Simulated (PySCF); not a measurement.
**C₂H₇BO₂S: electronic excitations at several levels of theory**

Aim: compute the electronic excitations of C₂H₇BO₂S (`COB(O)SC`) at several levels, and see how far they spread and what each costs.

Programs: PySCF 2.14.0, with density-fitted response routines of our own. Each step states its level of theory. These are calculated values for one molecule in the gas phase, unless marked as measured. Atoms are numbered from 0 throughout.

## 1. Starting geometry

13 atoms, charge 0, multiplicity 1; geometry from: GFN2-xTB. The atoms were then displaced at random by about 0.01 Å, so the start is not that level's minimum.

Bonds of the start (Å): C0–O1 1.38, O1–B2 1.35, B2–O3 1.31, B2–S4 1.83, S4–C5 1.84, C0–H6 1.10, C0–H7 1.08, C0–H8 1.12, O3–H9 0.99, C5–H10 1.09, C5–H11 1.09, C5–H12 1.10.

## 2. Optimising the geometry at PBE0-D3(BJ)/def2-SVP

Job settings and geometry (Å):

```
{"job": {"xc": "PBE0", "basis": "def2-SVP", "d3": "d3bj", "grid": 1, "shake": 0.01, "kind": "geom"}, "charge": 0, "multiplicity": 1}
C     -1.761250     0.759930     0.100930
O     -0.455610     0.326200     0.007960
B     -0.130510    -0.967380    -0.229720
O     -0.933910    -1.992560    -0.399670
S      1.658180    -1.336030    -0.316710
C      2.369290     0.329600     0.004440
H     -2.320520     0.575220    -0.827380
H     -2.285770     0.323380     0.934050
H     -1.741720     1.868390     0.273240
H     -1.906860    -1.804550    -0.342310
H      2.112440     0.635000     1.023250
H      3.452810     0.225850    -0.096790
H      1.949240     1.040050    -0.725350
```

The run is started by

```bash
$ OMP_NUM_THREADS=1 python probes_run.py task.json out
```

This one command runs all jobs of the session in turn.

Log:

```text
step   0  E = -653.29252194  max force = 0.058524
step   1  E = -653.29624013  max force = 0.015953
step   2  E = -653.29722260  max force = 0.012869
step   3  E = -653.29758168  max force = 0.006729
step   4  E = -653.29772806  max force = 0.000606
step   5  E = -653.29774020  max force = 0.000360
optimisation converged
```

Wall time 50 s (1 thread of Arm Neoverse N1, shared host); peak memory 0.51 GiB.

Relaxation path:

```tsv
step	energy from step 0 (eV)	largest force component (eV/Å)
0	0.0000	3.0094
1	-0.1012	0.8203
2	-0.1279	0.6618
3	-0.1377	0.3460
4	-0.1417	0.0312
5	-0.1420	0.0185
```

Distances of close pairs at the start and the end, largest changes first:

```tsv
bond	before (Å)	after (Å)	change (Å)
B2–O3	1.314	1.361	+0.048
O3–H9	0.993	0.961	-0.031
C0–H7	1.077	1.105	+0.029
S4–C5	1.839	1.815	-0.024
C0–H8	1.122	1.099	-0.023
C0–O1	1.379	1.399	+0.021
B2–S4	1.828	1.816	-0.013
O1–B2	1.355	1.365	+0.010
```

The final coordinates are the input of the step that follows.

```tsv
at the end point	value
rotational constants (GHz, main isotopes)	4.603, 1.998, 1.419
dipole moment (D)	3.70
```

## 3. TDDFT and polarisability: PBE0/def2-SVP

Job settings and geometry (Å):

```
{"job": {"kind": "uv", "xc": "PBE0", "basis": "def2-SVP"}, "charge": 0, "multiplicity": 1}
C     -1.798842     0.783646     0.055698
O     -0.461936     0.372772     0.006695
B     -0.114313    -0.930132    -0.204189
O     -1.001993    -1.946952    -0.381468
S      1.648018    -1.363345    -0.257472
C      2.413059     0.255389     0.041209
H     -2.332427     0.578985    -0.891110
H     -2.351319     0.302124     0.883318
H     -1.824660     1.869652     0.222706
H     -1.923159    -1.672698    -0.375814
H      2.171662     0.628259     1.045334
H      3.499093     0.116352    -0.040960
H      2.083728     0.991088    -0.703858
```

With the program's defaults for keys left out, this is: TDDFT PBE0/def2-SVP, vertical, gas phase, core orbitals frozen in the response.

Log:

```text
coarse grid: 11400 points
cycle   1  E = -653.0939188550  dE =  6.325e-01  |g| = 7.673e-01  |ddm| = 3.614e+00
cycle   2  E = -653.0029674123  dE =  9.095e-02  |g| = 1.048e+00  |ddm| = 1.378e+00
cycle   3  E = -653.2058929601  dE = -2.029e-01  |g| = 6.855e-02  |ddm| = 8.049e-01
cycle   4  E = -653.2069391911  dE = -1.046e-03  |g| = 1.917e-02  |ddm| = 9.997e-02
cycle   5  E = -653.2070356988  dE = -9.651e-05  |g| = 5.472e-03  |ddm| = 3.054e-02
cycle   6  E = -653.2070432490  dE = -7.550e-06  |g| = 1.532e-03  |ddm| = 7.236e-03
final grid: 105392 points
cycle   7  E = -653.2892128571  dE = -2.706e-05  |g| = 1.040e-02  |ddm| = 2.855e-02
cycle   8  E = -653.2891975289  dE =  1.533e-05  |g| = 1.341e-02  |ddm| = 1.887e-02
cycle   9  E = -653.2892373687  dE = -3.984e-05  |g| = 7.917e-04  |ddm| = 1.060e-02
cycle  10  E = -653.2892375154  dE = -1.467e-07  |g| = 1.682e-04  |ddm| = 9.392e-04
cycle  11  E = -653.2892375221  dE = -6.684e-09  |g| = 4.954e-05  |ddm| = 2.132e-04
cycle  12  E = -653.2892375227  dE = -5.880e-10  |g| = 1.949e-05  |ddm| = 5.925e-05
converged SCF energy = -653.2892375227

Static polarisability (au): isotropic 55.061, principal 39.791 55.106 70.287

Singlet excitations
state   eV       nm        f      main configurations
  1   6.4917    191.0   0.00059   H->L+2 0.51, H->L 0.44
  2   6.7029    185.0   0.00174   H->L 0.53, H->L+2 0.44
  3   7.0388    176.1   0.16679   H->L+1 0.95
  4   8.1741    151.7   0.00005   H->L+3 0.65, H->L+4 0.23
  5   8.4448    146.8   0.01524   H-2->L 0.77
  6   8.4676    146.4   0.01083   H-1->L+1 0.80, H-2->L 0.11
  7   8.5039    145.8   0.00413   H-1->L 0.77, H-1->L+1 0.10, H-1->L+2 0.09
  8   8.6667    143.1   0.00411   H->L+4 0.56, H->L+3 0.27
  9   8.7548    141.6   0.08274   H-1->L+2 0.84, H-1->L 0.09
 10   8.9257    138.9   0.00522   H->L+5 0.66, H->L+7 0.19

Triplet excitations (Tamm-Dancoff, eV): 5.9092 6.0449 6.5702 7.5176
```

Wall time 21 s (1 thread of Arm Neoverse N1, shared host); peak memory 0.64 GiB.

Frontier orbitals and where they lie:

```tsv
orbital	eV	atoms
HOMO−3	-9.30	O1 52 %, O3 16 %, C0 10 %
HOMO−2	-8.85	O1 51 %, O3 22 %, C0 7 %
HOMO−1	-8.38	S4 70 %, B2 11 %, C5 8 %
HOMO	-6.52	S4 78 %, B2 6 %
LUMO	1.11	H9 33 %, H6 14 %, H7 13 %
LUMO+1	1.49	B2 55 %, S4 11 %, O3 10 %
LUMO+2	1.65	S4 25 %, C5 22 %, B2 13 %
```

With each of the 10 states as a Gaussian band of 0.4 eV half-width at 1/e, the curve within the window shown has maxima at 176 nm (ε 6,800), 142 nm (ε 4,500) L/(mol cm). Beyond the last state computed it falls off for lack of states. The curve at chosen wavelengths:

nm, ε (L/mol/cm) and a bar:
```
      134       1014 #####
      137       2572 ############
      140       4090 ##################
      143       4395 ####################
      146       3422 ###############
      149       2045 #########
      152        977 ####
      155        403 ##
      158        257 #
      161        539 ##
      164       1395 ######
      167       2900 #############
      170       4754 #####################
      174       6572 #############################
      177       6698 ##############################
      180       5757 ##########################
      183       4249 ###################
      186       2739 ############
      189       1569 #######
      192        812 ####
      195        387 ##
      198        174 #
      201         75 
      204         32 
      207         13 
      210          6
```

Ground-state properties from the same run:

```tsv
property	computed
dipole moment (D)	3.70
polarisability (Å³)	8.16
HOMO–LUMO gap (eV)	7.63
−ε(HOMO) (eV)	6.52
```

## 4. TDDFT and polarisability: PBE0/def2-TZVP

Same as in step 3 but for these lines:

```diff
@@ -1,2 +1,2 @@
-{"job": {"kind": "uv", "xc": "PBE0", "basis": "def2-SVP"}, "charge": 0, "multiplicity": 1}
+{"job": {"kind": "uv", "xc": "PBE0", "basis": "def2-TZVP"}, "charge": 0, "multiplicity": 1}
 C     -1.798842     0.783646     0.055698
```

Level: TDDFT PBE0/def2-TZVP, vertical, gas phase, core orbitals frozen in the response.

Log:

```text
coarse grid: 11400 points
cycle   1  E = -653.6009444890  dE =  6.662e-01  |g| = 8.225e-01  |ddm| = 2.598e+00
cycle   2  E = -653.4766204367  dE =  1.243e-01  |g| = 1.184e+00  |ddm| = 1.221e+00
cycle   3  E = -653.7217909574  dE = -2.452e-01  |g| = 7.724e-02  |ddm| = 7.740e-01
cycle   4  E = -653.7229625710  dE = -1.172e-03  |g| = 3.152e-02  |ddm| = 8.406e-02
cycle   5  E = -653.7231900994  dE = -2.275e-04  |g| = 7.425e-03  |ddm| = 2.968e-02
cycle   6  E = -653.7232006102  dE = -1.051e-05  |g| = 2.826e-03  |ddm| = 6.290e-03
cycle   7  E = -653.7232023716  dE = -1.761e-06  |g| = 6.040e-04  |ddm| = 2.329e-03
final grid: 105392 points
cycle   8  E = -653.7180637492  dE = -8.020e-05  |g| = 1.039e-02  |ddm| = 5.913e-02
cycle   9  E = -653.7180518004  dE =  1.195e-05  |g| = 1.268e-02  |ddm| = 1.247e-02
cycle  10  E = -653.7180842350  dE = -3.243e-05  |g| = 1.094e-03  |ddm| = 7.104e-03
cycle  11  E = -653.7180844441  dE = -2.091e-07  |g| = 3.464e-04  |ddm| = 8.694e-04
cycle  12  E = -653.7180844701  dE = -2.604e-08  |g| = 8.506e-05  |ddm| = 2.831e-04
cycle  13  E = -653.7180844715  dE = -1.393e-09  |g| = 3.061e-05  |ddm| = 6.345e-05
cycle  14  E = -653.7180844717  dE = -1.730e-10  |g| = 8.583e-06  |ddm| = 2.149e-05
converged SCF energy = -653.7180844717

Static polarisability (au): isotropic 64.952, principal 49.794 65.642 79.420

Singlet excitations
state   eV       nm        f      main configurations
  1   6.0917    203.5   0.00018   H->L+1 0.86
  2   6.2000    200.0   0.00718   H->L 0.90, H->L+1 0.08
  3   6.8096    182.1   0.15159   H->L+2 0.95
  4   7.4456    166.5   0.01516   H->L+3 0.77, H->L+4 0.14
  5   7.9736    155.5   0.00628   H->L+4 0.54, H-2->L 0.26, H->L+3 0.11
  6   8.0650    153.7   0.01748   H-2->L 0.64, H->L+4 0.15
  7   8.0980    153.1   0.00813   H-1->L 0.90
  8   8.1943    151.3   0.07201   H-1->L+1 0.91
  9   8.2640    150.0   0.00231   H-1->L+2 0.73, H->L+5 0.15
 10   8.3393    148.7   0.00360   H->L+5 0.63, H->L+6 0.13, H->L+4 0.10

Triplet excitations (Tamm-Dancoff, eV): 5.5412 5.8146 6.1009 7.1272
```

Run time: 57 s. Hardware: 1 thread of Arm Neoverse N1, shared host; peak memory 0.89 GiB.

This run: HOMO -6.70 eV, LUMO 0.52 eV; lowest singlet 6.09 eV.

## 5. Ultraviolet spectrum: PBE0/aug-cc-pVDZ

Same as in step 4 but for these lines:

```diff
@@ -1,2 +1,2 @@
-{"job": {"kind": "uv", "xc": "PBE0", "basis": "def2-TZVP"}, "charge": 0, "multiplicity": 1}
+{"job": {"kind": "uv", "xc": "PBE0", "basis": "aug-cc-pVDZ"}, "charge": 0, "multiplicity": 1}
 C     -1.798842     0.783646     0.055698
```

Method: TDDFT PBE0/aug-cc-pVDZ, vertical, gas phase, core orbitals frozen in the response.

Log:

```text
coarse grid: 11400 points
cycle   1  E = -653.5161839456  dE =  6.992e-01  |g| = 7.646e-01  |ddm| = 7.458e+00
cycle   2  E = -653.3982732761  dE =  1.179e-01  |g| = 1.110e+00  |ddm| = 2.230e+00
cycle   3  E = -653.6286845755  dE = -2.304e-01  |g| = 7.212e-02  |ddm| = 1.269e+00
cycle   4  E = -653.6298078960  dE = -1.123e-03  |g| = 2.521e-02  |ddm| = 1.793e-01
cycle   5  E = -653.6299817212  dE = -1.738e-04  |g| = 7.132e-03  |ddm| = 6.322e-02
cycle   6  E = -653.6299947470  dE = -1.303e-05  |g| = 1.851e-03  |ddm| = 1.457e-02
cycle   7  E = -653.6299956241  dE = -8.771e-07  |g| = 4.866e-04  |ddm| = 3.477e-03
final grid: 105392 points
cycle   8  E = -653.6389524289  dE = -3.515e-05  |g| = 9.266e-03  |ddm| = 1.210e-01
cycle   9  E = -653.6389417286  dE =  1.070e-05  |g| = 1.159e-02  |ddm| = 3.685e-02
cycle  10  E = -653.6389726590  dE = -3.093e-05  |g| = 8.903e-04  |ddm| = 1.838e-02
cycle  11  E = -653.6389728354  dE = -1.764e-07  |g| = 2.317e-04  |ddm| = 1.645e-03
cycle  12  E = -653.6389728465  dE = -1.113e-08  |g| = 7.926e-05  |ddm| = 4.352e-04
cycle  13  E = -653.6389728478  dE = -1.253e-09  |g| = 2.910e-05  |ddm| = 1.498e-04
cycle  14  E = -653.6389728479  dE = -1.799e-10  |g| = 6.746e-06  |ddm| = 4.662e-05
converged SCF energy = -653.6389728479

Static polarisability (au): isotropic 69.791, principal 54.288 70.724 84.362

Singlet excitations
state   eV       nm        f      main configurations
  1   5.5174    224.7   0.00647   H->L 0.93
  2   5.7050    217.3   0.00026   H->L+1 0.89
  3   6.3417    195.5   0.02041   H->L+2 0.80, H->L+5 0.12
  4   6.4380    192.6   0.05053   H->L+3 0.95
  5   6.7023    185.0   0.00629   H->L+4 0.55, H->L+5 0.18, H->L+2 0.11
  6   6.8204    181.8   0.00418   H->L+5 0.52, H->L+4 0.34
  7   6.9522    178.3   0.11504   H->L+6 0.54, H->L+8 0.34
  8   7.0797    175.1   0.02586   H->L+7 0.61, H->L+5 0.10, H->L+12 0.09
  9   7.2054    172.1   0.02871   H->L+8 0.51, H->L+6 0.38
 10   7.3450    168.8   0.00157   H->L+9 0.45, H->L+7 0.23, H->L+12 0.19

Triplet excitations (Tamm-Dancoff, eV): 5.3868 5.4727 5.7978 6.2131
```

Wall time 47 s (1 thread of Arm Neoverse N1, shared host); peak memory 0.85 GiB.

In short: HOMO -6.73 eV, LUMO -0.38 eV; lowest singlet 5.52 eV.

## 6. Excited states and response: PBE0/def2-TZVPD

Same as in step 5 but for these lines:

```diff
@@ -1,2 +1,2 @@
-{"job": {"kind": "uv", "xc": "PBE0", "basis": "aug-cc-pVDZ"}, "charge": 0, "multiplicity": 1}
+{"job": {"kind": "uv", "xc": "PBE0", "basis": "def2-TZVPD"}, "charge": 0, "multiplicity": 1}
 C     -1.798842     0.783646     0.055698
```

With the program's defaults for keys left out, this is: TDDFT PBE0/def2-TZVPD, vertical, gas phase, core orbitals frozen in the response.

Log:

```text
coarse grid: 11400 points
cycle   1  E = -653.6031163337  dE =  6.659e-01  |g| = 8.213e-01  |ddm| = 3.117e+00
cycle   2  E = -653.4700829050  dE =  1.330e-01  |g| = 1.201e+00  |ddm| = 1.762e+00
cycle   3  E = -653.7238784034  dE = -2.538e-01  |g| = 7.821e-02  |ddm| = 9.893e-01
cycle   4  E = -653.7250558532  dE = -1.177e-03  |g| = 3.330e-02  |ddm| = 1.104e-01
cycle   5  E = -653.7253159489  dE = -2.601e-04  |g| = 7.644e-03  |ddm| = 4.330e-02
cycle   6  E = -653.7253275910  dE = -1.164e-05  |g| = 2.748e-03  |ddm| = 1.072e-02
cycle   7  E = -653.7253293538  dE = -1.763e-06  |g| = 5.752e-04  |ddm| = 3.144e-03
final grid: 105392 points
cycle   8  E = -653.7202035611  dE = -8.664e-05  |g| = 1.038e-02  |ddm| = 2.510e-01
cycle   9  E = -653.7201916726  dE =  1.189e-05  |g| = 1.269e-02  |ddm| = 2.179e-02
cycle  10  E = -653.7202239649  dE = -3.229e-05  |g| = 1.115e-03  |ddm| = 9.741e-03
cycle  11  E = -653.7202241805  dE = -2.156e-07  |g| = 3.584e-04  |ddm| = 1.456e-03
cycle  12  E = -653.7202242085  dE = -2.793e-08  |g| = 8.800e-05  |ddm| = 4.122e-04
cycle  13  E = -653.7202242100  dE = -1.589e-09  |g| = 2.995e-05  |ddm| = 1.193e-04
cycle  14  E = -653.7202242102  dE = -1.628e-10  |g| = 9.193e-06  |ddm| = 3.702e-05
converged SCF energy = -653.7202242102

Static polarisability (au): isotropic 69.963, principal 54.592 70.875 84.423

Singlet excitations
state   eV       nm        f      main configurations
  1   5.6176    220.7   0.00951   H->L 0.89, H->L+1 0.09
  2   5.7354    216.2   0.00003   H->L+1 0.83
  3   6.5238    190.0   0.02256   H->L+2 0.80, H->L+6 0.10
  4   6.6723    185.8   0.13791   H->L+3 0.88
  5   6.9588    178.2   0.04277   H->L+5 0.85
  6   6.9744    177.8   0.00409   H->L+6 0.43, H->L+4 0.33
  7   7.0417    176.1   0.00157   H->L+4 0.58, H->L+6 0.20, H->L+2 0.11
  8   7.4733    165.9   0.03572   H->L+7 0.31, H->L+8 0.27, H->L+6 0.14
  9   7.5006    165.3   0.00947   H-1->L 0.88
 10   7.5577    164.1   0.00520   H-2->L 0.84, H->L+7 0.08

Triplet excitations (Tamm-Dancoff, eV): 5.3223 5.5616 5.7420 6.3653
```

It took 82 s on 1 thread of Arm Neoverse N1, shared host; peak memory 1.1 GiB.

Key values: HOMO -6.74 eV, LUMO -0.22 eV; lowest singlet 5.62 eV.

## 7. Excited states and response: PBE0/6-31+G*

Same as in step 6 but for these lines:

```diff
@@ -1,2 +1,2 @@
-{"job": {"kind": "uv", "xc": "PBE0", "basis": "def2-TZVPD"}, "charge": 0, "multiplicity": 1}
+{"job": {"kind": "uv", "xc": "PBE0", "basis": "6-31+G*"}, "charge": 0, "multiplicity": 1}
 C     -1.798842     0.783646     0.055698
```

Method: TDDFT PBE0/6-31+G*, vertical, gas phase, core orbitals frozen in the response.

Log:

```text
coarse grid: 11400 points
cycle   1  E = -653.5322703510  dE =  6.882e-01  |g| = 7.531e-01  |ddm| = 3.284e+00
cycle   2  E = -653.4269756421  dE =  1.053e-01  |g| = 1.072e+00  |ddm| = 1.459e+00
cycle   3  E = -653.6433946520  dE = -2.164e-01  |g| = 7.265e-02  |ddm| = 8.481e-01
cycle   4  E = -653.6445908943  dE = -1.196e-03  |g| = 2.260e-02  |ddm| = 1.168e-01
cycle   5  E = -653.6447361082  dE = -1.452e-04  |g| = 6.592e-03  |ddm| = 3.862e-02
cycle   6  E = -653.6447474053  dE = -1.130e-05  |g| = 1.697e-03  |ddm| = 1.091e-02
cycle   7  E = -653.6447481758  dE = -7.705e-07  |g| = 3.688e-04  |ddm| = 2.713e-03
final grid: 105392 points
cycle   8  E = -653.5831734902  dE = -2.241e-05  |g| = 9.333e-03  |ddm| = 3.672e-02
cycle   9  E = -653.5831632760  dE =  1.021e-05  |g| = 1.162e-02  |ddm| = 1.886e-02
cycle  10  E = -653.5831945488  dE = -3.127e-05  |g| = 8.168e-04  |ddm| = 1.079e-02
cycle  11  E = -653.5831947024  dE = -1.537e-07  |g| = 1.732e-04  |ddm| = 1.072e-03
cycle  12  E = -653.5831947091  dE = -6.676e-09  |g| = 5.117e-05  |ddm| = 2.774e-04
cycle  13  E = -653.5831947097  dE = -5.477e-10  |g| = 2.090e-05  |ddm| = 8.673e-05
converged SCF energy = -653.5831947097

Static polarisability (au): isotropic 62.667, principal 48.766 62.946 76.289

Singlet excitations
state   eV       nm        f      main configurations
  1   5.6002    221.4   0.00623   H->L 0.95
  2   5.7723    214.8   0.00240   H->L+1 0.93
  3   6.4960    190.9   0.02359   H->L+2 0.80, H->L+4 0.10
  4   6.6144    187.4   0.08970   H->L+3 0.97
  5   6.9354    178.8   0.00316   H->L+4 0.72, H->L+2 0.14
  6   7.1539    173.3   0.00689   H->L+5 0.90
  7   7.2788    170.3   0.08712   H->L+6 0.91
  8   7.5058    165.2   0.00363   H-1->L 0.94
  9   7.5663    163.9   0.03099   H-2->L 0.84
 10   7.6260    162.6   0.00284   H->L+7 0.56, H->L+10 0.12, H-2->L 0.11

Triplet excitations (Tamm-Dancoff, eV): 5.4195 5.5474 5.9283 6.3264
```

It took 21 s on 1 thread of Arm Neoverse N1, shared host; peak memory 0.67 GiB.

This run: HOMO -6.70 eV, LUMO -0.23 eV; lowest singlet 5.60 eV.

## 8. Run by run: electronic excitations

Excitations and ground-state properties, with basis size and wall time:

```tsv
run	lowest singlet (eV)	brightest (eV)	f	gap (eV)	α (Å³)	μ (D)	functions	time
PBE0/def2-SVP	6.49	7.04	0.167	7.63	8.16	3.70	123	21 s
PBE0/def2-TZVP	6.09	6.81	0.152	7.21	9.62	3.49	234	57 s
PBE0/aug-cc-pVDZ	5.52	6.95	0.115	6.34	10.34	3.51	205	47 s
PBE0/def2-TZVPD	5.62	6.67	0.138	6.52	10.37	3.45	300	82 s
PBE0/6-31+G*	5.60	6.61	0.090	6.47	9.29	3.87	126	21 s
```

## 9. Outcome

```
                                quantity                        value
    rotational constants (main isotopes)         4.60, 2.00, 1.42 GHz
          lowest singlet (PBE0/def2-SVP)  6.49 eV (191 nm), f = 0.001
brightest single state of those computed  state 3, 7.04 eV, f = 0.167
                          lowest triplet                      5.91 eV
             range of the lowest singlet              5.52 to 6.49 eV
```

What this shows: Single values in the summary come from the first sound run of each kind (PBE0/def2-SVP), which need not be the best level. The start of the PBE0/def2-SVP relaxation was shaken at random by about 0.01 Å, so part of the energy gained, and of the first lengths quoted, undoes that. The optimisation took 5 steps and gained 0.142 eV; among the close pairs (by a distance rule), B2–O3 changed most, from 1.314 to 1.361 Å. The first singlet state (HOMO→LUMO+2 0.51, HOMO→LUMO 0.44) lies at 6.49 eV and is dark; of the 10 states computed, the strongest absorption comes from state 3 at 7.04 eV. The lowest triplet lies 0.58 eV below the lowest singlet (triplets in Tamm-Dancoff, singlets in full TDDFT). At PBE0/def2-SVP, states above −ε(HOMO) (6.52 eV) lie where TDDFT describes them poorly and they hang on the basis; the brightest is among them. The basis of PBE0/def2-SVP has no diffuse functions, so Rydberg states are missing and the high states are unreliable. The lowest singlet runs from 5.52 eV (PBE0/aug-cc-pVDZ) to 6.49 eV (PBE0/def2-SVP), while the orbital gap spans 6.34 to 7.63 eV. The lowest state need not be the same one in every run.
